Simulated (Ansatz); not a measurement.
## CH₃BBrClGe, SMILES Cl[C]1(Br)[BH][GeH2]1: a ladder of methods at one geometry

Run with Ansatz 0.2.0 through its Python package.

The script, `methods_ch3bbrclge.py`:
```python
"""One geometry of CH3BBrClGe, method by method."""

from pathlib import Path

import ansatz as az
import numpy as np

system = (
    az.Crystal.molecule()
    .atom("Cl", (0.2535, -1.1205, 2.0717))
    .atom("C", (0.5364, -0.0803, 0.6266))
    .atom("Br", (2.3308, 0.5291, 0.3987))
    .atom("B", (-0.4709, 1.0073, 0.3204))
    .atom("Ge", (-0.2309, -0.7239, -0.9461))
    .atom("H", (-1.1114, 2.0145, 0.5862))
    .atom("H", (0.282, -0.1509, -2.2834))
    .atom("H", (-1.4974, -1.5324, -0.83))
)

calculation = system.calculation().basis(gaussian="def2-SVP")

print("functional    E (Ha)        dipole (D)   HOMO (eV)  LUMO (eV)")
for name in ["hse06", "lda", "r2scan", "cam_b3lyp", "pbe0", "lc_wpbe"]:
    r = calculation.functional(name).forces().orbitals().run(threads=1, pin="off", runs_dir="runs").report
    lines = Path(r["orbitals_path"]).read_text().splitlines()
    field_of = lambda key: [line.split("=")[1].strip() for line in lines if line.startswith(key)]
    orbitals = [(27.211386 * float(e), s, float(n)) for e, s, n in zip(field_of("Ene="), field_of("Spin="), field_of("Occup="))]
    homo = max(e for e, _, n in orbitals if n > 0.5)
    lumo = min(e for e, _, n in orbitals if n < 0.5)
    dipole = 4.803205 * np.linalg.norm(r["charge_distribution"]["dipole_moment_e_ang"])
    print(f"{name:10s} {r['free_energy_ev'] / 27.211386246:14.6f} {dipole:9.3f} {homo:11.3f} {lumo:10.3f}")
```

```console
$ python methods_ch3bbrclge.py
functional    E (Ha)        dipole (D)   HOMO (eV)  LUMO (eV)
hse06        -5174.435647     0.975      -5.777     -3.091
lda          -5166.383333     0.719      -5.313     -3.879
r2scan       -5175.155052     1.007      -5.478     -3.432
cam_b3lyp    -5175.438069     0.946      -7.261     -1.423
pbe0         -5174.441918     0.982      -6.163     -2.706
lc_wpbe      -5174.419219     1.119      -8.532     -0.360
```

What to keep in mind:
- Total energies depend on the basis set; only differences at equal settings carry meaning.
- The geometry is a force-field or estimated start, not a minimum of this method, and the basis set is short of its limit. A lower total doesn't mark the better method: functionals have no common bound, and MP2 and coupled cluster aren't variational.
- Levels such as HOMO and LUMO are orbital energies: with these approximate functionals they aren't the ionisation energy and electron affinity, and their gap isn't the fundamental gap.
- hse06 follows the composition of plane-wave codes, whose totals differ by tens of mHa, up to about 0.1 Ha, from the form usual in Gaussian-basis programs (wpbeh).
- Wall time of the script: 54 s on 1 thread of Arm Neoverse V1, with other jobs on the host, peak memory 0.48 GiB.
